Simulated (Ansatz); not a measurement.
# C₁₁H₂₀O₂: how energies converge with the basis set

The task here is to estimate one member of a computed series from the others.

Program: Ansatz 0.2.0, Gaussian basis. Level of theory: one geometry, several basis sets. These are calculated values, not measurements.

Levels to be run: PBE0-D4/def2-SVP; ωB97M-V/def2-SVP; PBE0-D4/def2-QZVPP; ωB97M-V/def2-QZVPP; the functionals' def2-TZVPP values are taken from earlier runs.

### Structure used throughout

The geometry comes from an earlier relaxation with PBE0-D4 in a triple-zeta def2 set; it is a stationary point, not always the lowest conformer.

SMILES `CC(C)(C)C(=O)CC(=O)C(C)(C)C`, 33 atoms, charge 0, spin multiplicity 1.

Atoms are counted from 1 here; the program's logs count them from 0.

Bond lengths: C1–C2 1.525 Å, C1–H14 1.093 Å, C1–H15 1.094 Å, C1–H16 1.091 Å, C2–C3 1.527 Å, C2–C4 1.536 Å, C2–C5 1.532 Å, C3–H17 1.093 Å, C3–H18 1.093 Å, C3–H19 1.090 Å, C4–H20 1.093 Å, C4–H21 1.091 Å, C4–H22 1.092 Å, C5–O6 1.206 Å, C5–C7 1.525 Å, C7–C8 1.525 Å, C7–H23 1.088 Å, C7–H24 1.088 Å and more. Angles: C2–C1–H14 109.2°, C2–C1–H15 111.6°, C2–C1–H16 111.9°, H14–C1–H15 107.3°, H14–C1–H16 107.8°, H15–C1–H16 108.7°, C1–C2–C3 110.2°, C1–C2–C4 109.3°, C1–C2–C5 113.4°, C3–C2–C4 109.4°, C3–C2–C5 108.2°, C4–C2–C5 106.2°, C2–C3–H17 109.6°, C2–C3–H18 111.2°, C2–C3–H19 111.0°, H17–C3–H18 108.0°, H17–C3–H19 108.9°, H18–C3–H19 108.1° and more.

Set-up of the first run:

Contents of in.yaml:

```yaml
crystal:
  periodic: [false, false, false]
  atoms:
    - {symbol: C, position_ang: [-2.512785, 1.120839, -1.072721]}
    - {symbol: C, position_ang: [-2.163050, 0.437401, 0.244513]}
    - {symbol: C, position_ang: [-3.201612, 0.783131, 1.308573]}
    - {symbol: C, position_ang: [-2.134429, -1.083961, 0.036491]}
    - {symbol: C, position_ang: [-0.780257, 0.821182, 0.781541]}
    - {symbol: O, position_ang: [-0.501425, 0.653092, 1.943202]}
    - {symbol: C, position_ang: [0.274421, 1.374430, -0.170517]}
    - {symbol: C, position_ang: [0.995190, 0.255988, -0.915088]}
    - {symbol: O, position_ang: [0.619249, -0.062193, -2.016403]}
    - {symbol: C, position_ang: [2.153642, -0.484425, -0.238660]}
    - {symbol: C, position_ang: [3.194696, -0.817755, -1.304247]}
    - {symbol: C, position_ang: [1.561464, -1.786891, 0.319472]}
    - {symbol: C, position_ang: [2.797246, 0.304784, 0.895994]}
    - {symbol: H, position_ang: [-3.517007, 0.817652, -1.379031]}
    - {symbol: H, position_ang: [-2.517230, 2.210024, -0.973299]}
    - {symbol: H, position_ang: [-1.822184, 0.844351, -1.871338]}
    - {symbol: H, position_ang: [-4.186637, 0.437734, 0.985684]}
    - {symbol: H, position_ang: [-3.257406, 1.862833, 1.469492]}
    - {symbol: H, position_ang: [-2.957525, 0.311806, 2.260235]}
    - {symbol: H, position_ang: [-3.123057, -1.419441, -0.287362]}
    - {symbol: H, position_ang: [-1.415168, -1.373037, -0.731919]}
    - {symbol: H, position_ang: [-1.885019, -1.597938, 0.966693]}
    - {symbol: H, position_ang: [0.971940, 1.948392, 0.435479]}
    - {symbol: H, position_ang: [-0.181587, 2.009745, -0.926579]}
    - {symbol: H, position_ang: [3.989933, -1.423598, -0.863358]}
    - {symbol: H, position_ang: [2.746162, -1.371212, -2.128803]}
    - {symbol: H, position_ang: [3.647033, 0.090073, -1.711693]}
    - {symbol: H, position_ang: [0.823220, -1.593069, 1.099721]}
    - {symbol: H, position_ang: [1.092793, -2.371321, -0.474530]}
    - {symbol: H, position_ang: [2.363746, -2.385153, 0.759059]}
    - {symbol: H, position_ang: [2.091599, 0.506231, 1.703862]}
    - {symbol: H, position_ang: [3.625270, -0.274590, 1.311819]}
    - {symbol: H, position_ang: [3.208783, 1.254916, 0.543696]}
basis:
  gaussian: {orbitals: def2-SVP}
hamiltonian: {xc: pbe0, dispersion: d4}
output: {orbitals: {seedname: orbitals}}
```

Steps of the session up to this table: PBE0-D4 in def2-SVP; ωB97M-V in def2-SVP; PBE0-D4 in def2-QZVPP; ωB97M-V in def2-QZVPP.

One table of the session follows, with a row left open; its other results are not shown here.

It belongs to the step «Density functionals: the series». 

| functional | basis | HOMO (eV) |
| --- | --- | --- |
| PBE0-D4 | def2-SVP | -7.09 |
| PBE0-D4 | def2-TZVPP | -7.15 |
| PBE0-D4 | def2-QZVPP | -7.17 |
| ωB97M-V | def2-SVP | -9.44 |
| ωB97M-V | def2-TZVPP | ? |
| ωB97M-V | def2-QZVPP | -9.53 |

**Question.** Estimate the row for ωB97M-V, def2-TZVPP.

The run gave: HOMO (eV): -9.52. In the column «HOMO (eV)» it lies between ωB97M-V, def2-QZVPP (-9.53) and ωB97M-V, def2-SVP (-9.44).
